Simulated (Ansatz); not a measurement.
# BePd: the cost of one run

Computed with Ansatz 0.2.0 (DFT PBEsol, scalar-relativistic, plane waves, PAW, unless a step's input says otherwise).

### Step 1. The starting structure

It takes space group Pm-3m (No. 221, cubic). Conventional cell: a = 2.813 Å, b = 2.813 Å, c = 2.813 Å, α = 90.00°, β = 90.00°, γ = 90.00°. Be (site symmetry m-3m) has 8 Pd at 2.44 Å in its first shell of neighbours. Pd (site symmetry m-3m) is surrounded by 8 Be at 2.44 Å.

Coordinates:

```cif
data_structure
_symmetry_space_group_name_H-M 'Pm-3m'
_symmetry_Int_Tables_number 221
_cell_length_a 2.8130
_cell_length_b 2.8130
_cell_length_c 2.8130
_cell_angle_alpha 90.000
_cell_angle_beta 90.000
_cell_angle_gamma 90.000
_cell_volume 22.26
loop_
_atom_site_label
_atom_site_type_symbol
_atom_site_symmetry_multiplicity
_atom_site_Wyckoff_symbol
_atom_site_fract_x
_atom_site_fract_y
_atom_site_fract_z
_atom_site_occupancy
Be1 Be 1 a 0.00000 0.00000 0.00000 1
Pd1 Pd 1 b 0.50000 0.50000 0.50000 1
```

No relaxation comes first: the listed cell is the starting point.

### Step 2. The reference cell

The reference gives a free energy of -6998.2474 eV, pressure -2.97 GPa, largest force 0.000 eV/Å and gap on the mesh none (metal). It was computed beforehand with the settings of the runs below.

### Step 3. Next: a two-dimensional strain map

The cell is strained by p along both x and y and by q along z, with fractional coordinates fixed.

### Step 4. At p = -0.030, q = -0.030

The input, input.yaml:

```yaml
crystal:
  lattice:
    - [2.72861, 0.0, 0.0]
    - [0.0, 2.72861, 0.0]
    - [0.0, 0.0, 2.72861]
  atoms:
    - { symbol: Be, position: [0.0, 0.0, 0.0] }
    - { symbol: Pd, position: [0.5, 0.5, 0.5] }
basis:
  ecutwfc: 420
kpoints:
  mp_grid: { grid: [16, 16, 16] }
hamiltonian:
  xc: pbesol
scf:
  occupations: { method: gaussian, width: 0.15 }
output:
  forces: true
  stress: true
  eigenvalues: true
```

Run with:

```sh
$ ansatz run input.yaml --threads 1 --pin off --max-ram 2560MiB --backend cpu --events-out ev --progress --plain --runs-dir out
```

What time and memory should one allow on 1 thread of Arm Neoverse V2, shared host?

About 2.2 s, with a peak of 0.31 GiB.
